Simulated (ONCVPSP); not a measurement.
# Cu: the cost of one run

Program: ONCVPSP 4.0.1.1 (patched build). Reference atom: PBE, scalar-relativistic, spherical and spin-unpolarised. All values are calculated.

## 1. The design

The settings as typed:

```json
{"element": "copper (Cu, Z = 29)", "type": "optimised norm-conserving Vanderbilt (ONCV)", "frozen core": "[Ne]", "valence charge": "19", "reference configuration": "3s2 3p6 3d9 4s2", "partial waves": "3s+4s: rc 1.30 bohr, ncon 5, nbas 9, qcut 12 1/bohr, 2 projectors; 3p: rc 0.85 bohr, ncon 4, nbas 9, qcut 16 1/bohr, 2 projectors, debl 2.7 Ha; 3d: rc 1.30 bohr, ncon 4, nbas 9, qcut 11.5 1/bohr, 3 projectors, debl 2.8 Ha", "local potential": "polynomial inside 0.60 bohr (lpopt 5, dvloc0 0 Ha)", "core correction": "not asked for"}
```

## 2. Generation

Input file Cu.dat:

```
# ATOM AND REFERENCE CONFIGURATION
# atsym  z   nc   nv     iexc    psfile
  Cu 29.00    3    4        4      upf
#
#   n    l    f
    1    0    2.00
    2    0    2.00
    2    1    6.00
    3    0    2.00
    3    1    6.00
    3    2    9.00
    4    0    2.00
#
# PSEUDOPOTENTIAL AND OPTIMIZATION
# lmax
    2
#
#   l,   rc,      ep,       ncon, nbas, qcut
    0    1.30    0.00    5    9   12.00
    1    0.85    0.00    4    9   16.00
    2    1.30    0.00    4    9   11.50
#
# LOCAL POTENTIAL
# lloc, lpopt,  rc(5),   dvloc0
    4    5    0.60    0.00
#
# VANDERBILT-KLEINMAN-BYLANDER PROJECTORs
# l, nproj, debl
    0    2    0.30
    1    2    2.70
    2    3    2.80
#
# MODEL CORE CHARGE
# icmod, fcfact, rcfact
    0    0.00    0.00
#
# LOG DERIVATIVE ANALYSIS
# epsh1, epsh2, depsh
   -6.00    5.00    0.04
#
# OUTPUT GRID
# rlmax, drl
    6.00    0.01
#
# TEST CONFIGURATIONS
# ncnf
    4
# nvcnf
#   n    l    f
    4
    3    0    2.00
    3    1    6.00
    3    2   10.00
    4    0    1.00
#
    4
    3    0    2.00
    3    1    6.00
    3    2   10.00
    4    0    0.00
#
    4
    3    0    2.00
    3    1    6.00
    3    2    9.00
    4    0    0.00
#
    5
    3    0    2.00
    3    1    6.00
    3    2    9.00
    4    0    1.00
    4    1    1.00
#
```

Started as:

```bash
$ oncvpsp.x < Cu.dat > Cu.out
```

**Question.** How long does this run take on 1 thread of AMD EPYC 9R45, shared host?

About 4.5 s.
